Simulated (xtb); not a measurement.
**Al2H2Cl4 (SMILES [Cl][AlH-]1[Cl+][AlH-]([Cl])[Cl+]1): GFN2-xTB**

Wanted: an optimisation with harmonic vibrations of Al2H2Cl4. 

The results are computed with xtb 6.7.1.

10 further runs of the same task are left out: 10 set aside as unsound or not needed.

## Step 1: The system as given

Al2H2Cl4: 8 atoms, total charge 0, spin state singlet. As SMILES, `[Cl][AlH-]1[Cl+][AlH-]([Cl])[Cl+]1`. Geometry: a GFN2-xTB relaxation, a rough one for these elements and not checked as a minimum. The run starts from this shape.

Bond lengths: Cl1–Al2 2.019 Å, Al2–Cl3 2.211 Å, Cl3–Al4 2.210 Å, Al4–Cl5 2.018 Å, Al2–Cl6 2.209 Å, Al4–Cl6 2.210 Å, Al2–H7 1.528 Å, Al4–H8 1.529 Å. Some angles: Cl1–Al2–Cl3 114.7°, Cl1–Al2–Cl6 114.8°, Cl3–Al2–Cl6 89.7°, Al2–Cl3–Al4 87.7°, Cl3–Al4–Cl5 114.8°, Cl3–Al4–Cl6 89.7°, Cl5–Al4–Cl6 114.9°, Al2–Cl6–Al4 87.8°, Cl1–Al2–H7 123.4°, Cl3–Al2–H7 104.2°.

## Step 2: An optimisation with harmonic vibrations at GFN2-xTB

File start.xyz:

```xyz
8

Cl     2.37450     0.55761    -2.23399
Al     1.42876     0.29562    -0.46897
Cl     0.19409    -1.53481    -0.34570
Al    -1.40304    -0.29205     0.54318
Cl    -3.24535    -0.60705    -0.21902
Cl    -0.38683     1.52402    -0.19964
H      2.13646     0.36336     0.88306
H     -1.09859    -0.30671     2.04107
```

Launch:

```sh
$ xtb start.xyz --gfn 2 --ohess vtight -P 1 > xtb.out 2> xtb.err
```

**Question.** What will come out? Wanted: total energy at the end; dipole moment; HOMO energy; LUMO energy; HOMO–LUMO gap; dispersion energy; mean polarisability; lowest harmonic wavenumber; highest harmonic wavenumber.

Computed results:

At GFN2-xTB:

```
                      quantity          value
       total energy at the end   -21.70781 Eh
                 dipole moment         0.01 D
                   HOMO energy      -11.77 eV
                   LUMO energy       -4.88 eV
                 HOMO–LUMO gap        6.89 eV
             dispersion energy  -25.15 kJ/mol
mean polarisability (D4 model)    109.4 bohr³
    lowest harmonic wavenumber        21 cm⁻¹
   highest harmonic wavenumber      1884 cm⁻¹
             zero-point energy    54.7 kJ/mol
```

**Reading.** At the final geometry: Bond lengths: Cl1–Al2 2.019 Å, Al2–Cl3 2.210 Å, Cl3–Al4 2.210 Å, Al4–Cl5 2.019 Å, Al2–Cl6 2.210 Å, Al4–Cl6 2.210 Å, Al2–H7 1.527 Å, Al4–H8 1.527 Å. Some angles: Cl1–Al2–Cl3 114.8°, Cl1–Al2–Cl6 114.8°, Cl3–Al2–Cl6 89.7°, Al2–Cl3–Al4 87.8°, Cl3–Al4–Cl5 114.8°, Cl3–Al4–Cl6 89.7°, Cl5–Al4–Cl6 114.8°, Al2–Cl6–Al4 87.8°, Cl1–Al2–H7 123.5°, Cl3–Al2–H7 104.2°. All 18 modes are real, though the softest (21 cm⁻¹) is within numerical noise.
